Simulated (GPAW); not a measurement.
Wanted: an ASE script for a GPAW 26.7.0 run.

- Task: equation of state
- Functional: LDA
- Potentials or basis: the program's PAW data sets (release 1.2.1) made for this functional
- Cutoff: 600 eV
- Basis: pw
- k mesh: 7 × 7 × 7
- Occupations: fermi-dirac, width 0.05 eV
- Spin: no spin polarisation
- Maxiter: 150
- Eos scales: [0.94, 0.96, 0.98, 1.0, 1.02, 1.04, 1.06]

The system is Ir3Rh.

```
Ir Rh
1.0
     3.84034    0.00000    0.00000
     0.00000    3.84034    0.00000
     0.00000    0.00000    3.84034
Ir Rh
3 1
Direct
  0.50000 0.50000 0.00000
  0.00000 0.50000 0.50000
  0.50000 0.00000 0.50000
  0.00000 0.00000 0.00000
```

The cell comes from a database or a generator and needn't be the stable form of this composition.

These files were run (other wordings do the same):

run.py

```python
from ase import Atoms
from ase.eos import EquationOfState
from ase.io import Trajectory
from ase.units import GPa
from gpaw import GPAW, PW

atoms = Atoms(['Ir', 'Ir', 'Ir', 'Rh'],
              cell=[[3.84033585, 0.0, 0.0],
                    [0.0, 3.84033585, 0.0],
                    [0.0, 0.0, 3.84033585]],
              scaled_positions=[[0.5, 0.5, 0.0],
                                [0.0, 0.5, 0.5],
                                [0.5, 0.0, 0.5],
                                [0.0, 0.0, 0.0]],
              pbc=True)

traj = Trajectory('eos.traj', 'w')
volumes, energies = [], []
for x in [0.94, 0.96, 0.98, 1.0, 1.02, 1.04, 1.06]:
    a = atoms.copy()
    a.set_cell(atoms.cell * x**(1 / 3), scale_atoms=True)
    calc = GPAW(mode=PW(600),
                xc='LDA',
                kpts={'size': (7, 7, 7), 'gamma': True},
                occupations={'name': 'fermi-dirac', 'width': 0.05},
                nbands=52,
                convergence={'density': 1e-05, 'energy': 1e-05},
                maxiter=150,
                txt=f'eos-{x:.2f}.txt')
    a.calc = calc
    energies.append(a.get_potential_energy(force_consistent=True))
    volumes.append(a.get_volume())
    p = -a.get_stress()[:3].mean() / GPa
    calc.write(f'eos-{x:.2f}.gpw')
    traj.write(a)
    print(f'{x:.2f} {volumes[-1]:10.4f} A^3 {energies[-1]:14.6f} eV {p:9.3f} GPa', flush=True)

v0, e0, B = EquationOfState(volumes, energies, eos='birchmurnaghan').fit()
print(f'V0 = {v0:.4f} A^3, E0 = {e0:.6f} eV, B0 = {B / GPa:.2f} GPa')
```

Potentials or basis: the program's PAW data sets (release 1.2.1) made for this functional, pw.

Launch:

```bash
$ OMP_NUM_THREADS=1 python run.py
```

It gave:

* Equilibrium volume: 13.64 Å³/atom
* Bulk modulus: 381 GPa
* Pressure derivative of the bulk modulus: 5.1

Run time: 4.4 min on 1 thread of Arm Neoverse V2 (shared host), peak memory 0.36 GiB.
